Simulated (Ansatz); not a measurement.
## Cu, space group P6_3/mmc: a convergence test of the k-point mesh, step by step

Program: Ansatz's Python interface.

The cells in order, each with its output:

In [1]:
```python
import ansatz as az
from ase import Atoms
import pandas as pd
```

In [2]:
```python
FUNCTIONAL = 'lda'
OCCUPATIONS = 'cold'
WIDTH_EV = 0.15
SCF_TOL = 1e-10
```

In [3]:
```python
atoms = Atoms(
    ['Cu', 'Cu'],
    scaled_positions=[
        (1 / 3, 2 / 3, 0.25),
        (2 / 3, 1 / 3, 0.75),
    ],
    cell=[
        (2.534097, 0.0, 0.0),
        (-1.267048, 2.194592, 0.0),
        (0.0, 0.0, 4.112571),
    ],
    pbc=True,
)
crystal = az.Crystal.from_ase(atoms)
```

In [4]:
```python
model = (
    crystal.calculation()
    .functional(FUNCTIONAL)
    .pseudopotentials('paw')
    .occupations(OCCUPATIONS, width=WIDTH_EV)  # the run then minimises F = E - TS
    .scf(tolerance=SCF_TOL)
    .stress()  # GPa
)
```

In [5]:
```python
rows = []
for value in [0.9, 0.7, 0.55, 0.45, 0.35]:
    report = model.kpoints(spacing=value).run(threads=1, backend='cpu').report
    rows.append((value, report['free_energy_ev'] / len(report['lattice']['sites']), report['n_iterations'], sum(report['stress_gpa'][i][i] for i in range(3)) / 3, report['n_kpoints']))
```
```text
DeckWarning: basis.ecutwfc = 420 eV, auto-derived from the records' recommended cutoffs: set by Cu (normal level)
```

In [6]:
```python
table = pd.DataFrame(rows, columns=['spacing (1/A)', 'F/atom (eV)', 'iterations', 'P (GPa)', 'k-points'])
table.round(5)
```
Out [6]:
```text
   spacing (1/A)  F/atom (eV)  iterations  P (GPa)  k-points
0           0.90  -6555.62090           6 -6.71043         8
1           0.70  -6555.76784           6 -8.53349        10
2           0.55  -6555.61689           6 -7.72417        14
3           0.45  -6555.71598           6 -8.32957        24
4           0.35  -6555.71724           6 -8.14355        36
```

In [7]:
```python
# differences from the last row
for row in rows[:-1]:
    shift = 1000 * (row[1] - rows[-1][1])
    print(f'{row[0]}: {shift:+.2f} meV/atom' + ('  (within 5 meV)' if abs(shift) < 5 else ''))
```
```text
0.9: +96.35 meV/atom
0.7: -50.60 meV/atom
0.55: +100.35 meV/atom
0.45: +1.27 meV/atom  (within 5 meV)
```

From a spacing of 0.45 (7×7×4) on it stays within 5 meV an atom of the value at a spacing of 0.35 (9×9×5); the first row (a spacing of 0.9 (4×4×2)) is off by 96.3 meV and the last but one by 1.27 meV. That rests on few rows after larger swings, so the series isn't shown to be converged. It goes up and down, since the sum over k-points isn't variational. The pressure moves from -6.71 to -8.14 GPa.

Pressure is positive in compression. At these settings the cell as given stands under about -8 GPa, so it isn't at this functional's equilibrium volume. This isn't the structure that Cu takes at ambient conditions. Warnings are shown shortened and without file and line. Shifts are counted from the finest mesh, which is itself no proven limit. Wall time of the script: 3.9 s on 1 thread of Arm Neoverse V2, on a shared host, peak memory 0.38 GiB.
